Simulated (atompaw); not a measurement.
# A PAW (atompaw) potential for selenium, from input to tests

Do these settings give a usable potential? It is generated, then checked for scattering, ghosts and hardness.

Program: atompaw 4.2.0.5. Reference atom: PBEsol, scalar-relativistic, spherical and spin-unpolarised. All values are calculated.

15 further runs of the same task are left out: 9 that didn't finish, 6 set aside as unsound or not needed.

## (1) Settings

Typed settings, in words:

| Property | Result |
| --- | --- |
| element | selenium (Se, Z = 34) |
| type | PAW |
| frozen core | [Ar] |
| valence charge | 16 |
| reference configuration | 3d10 4s2 4p4 |
| partial waves | 4s (bound): rc 1.45 bohr; 4s channel at 0.05 Ry: rc 1.45 bohr; 4p (bound): rc 1.45 bohr; 4p channel at 1.5 Ry: rc 1.45 bohr; 3d (bound): rc 1.45 bohr; 3d channel at -2.45 Ry: rc 1.05 bohr |
| local potential | troulliermartins scheme with l = 3 at 0 Ry, radius 1.40 bohr |
| core correction | smooth core density matched at 1.30 bohr |
| augmentation charge | sinc compensation charge, radius 1.20 bohr; PAW radius 1.45 bohr; waves and projectors: custom polynom vanderbiltortho |

The outer shells as boxes (Hund's rule for the drawing; the calculation is spin-unpolarised):

```
[Ar] core
3d [↑↓][↑↓][↑↓][↑↓][↑↓]
4s [↑↓]
4p [↑↓][↑ ][↑ ]
```

An earlier all-electron run gives the scale for the radii.

All-electron outer shells of the reference configuration (PBEsol, scalar-relativistic, ld1.x):

```csv
shell,level (eV),outermost node (bohr),outermost maximum (bohr)
3s,-213.09,0.24,0.50
3p,-152.76,0.21,0.50
3d,-53.12,–,0.45
4s,-17.29,0.70,1.51
4p,-6.51,0.74,1.80
```

## (2) Generating the potential

Se.input reads:

```
Se 34
GGA-PBESOL scalarrelativistic loggrid 1500 logderivrange -6 5 276
4 4 3 0 0 0
4 1 4
0 0 0
c
c
c
v
c
c
v
v
2
1.45 1.20 1.40 1.30
y
0.05
n
y
1.5
n
y
-2.45
n
custom polynom vanderbiltortho sinc
3 0 troulliermartins
1.45
1.45
1.45
1.45
1.45
1.05
PWSCFOUT
UPFDX 0.0125d0 UPFXMIN -7.d0 UPFZMESH 34.d0
END
```

Command:

```
$ atompaw < Se.input > Se.log
```

Q: Predict the outcome of this session. Wanted: cutoffs for 10 and 1 mRy, occupied levels; bound ghosts; largest phase difference near zero energy, channels read; lowest eigenvalue of the overlap; share of valence orbitals outside the PAW sphere; UPF file.

As calculated:

| quantity | value |
| --- | --- |
| cutoffs for 10 and 1 mRy, occupied levels | 80 Ry and 120 Ry |
| bound ghosts | s at -240.85 eV, p at -114.94 eV |
| largest phase difference near zero energy, channels read | 0.004 rad |
| lowest eigenvalue of the overlap (Bessel basis) | 0.265 (s) |
| share of valence orbitals outside the PAW sphere | 4s 68 %, 4p 83 %, 3d 2 % |
| UPF file | written |

In words: A bound ghost (s, p) makes it unfit for use: electrons can fall into a state that the atom doesn't have. It counts as hard, with 80 Ry needed at the looser tolerance. The slowest occupied level is 3d: taken alone it needs 80 Ry to come within 1 mRy, against 35 Ry for 4p. Near zero energy the phases of the channels with partial waves agree within 0.004 rad.
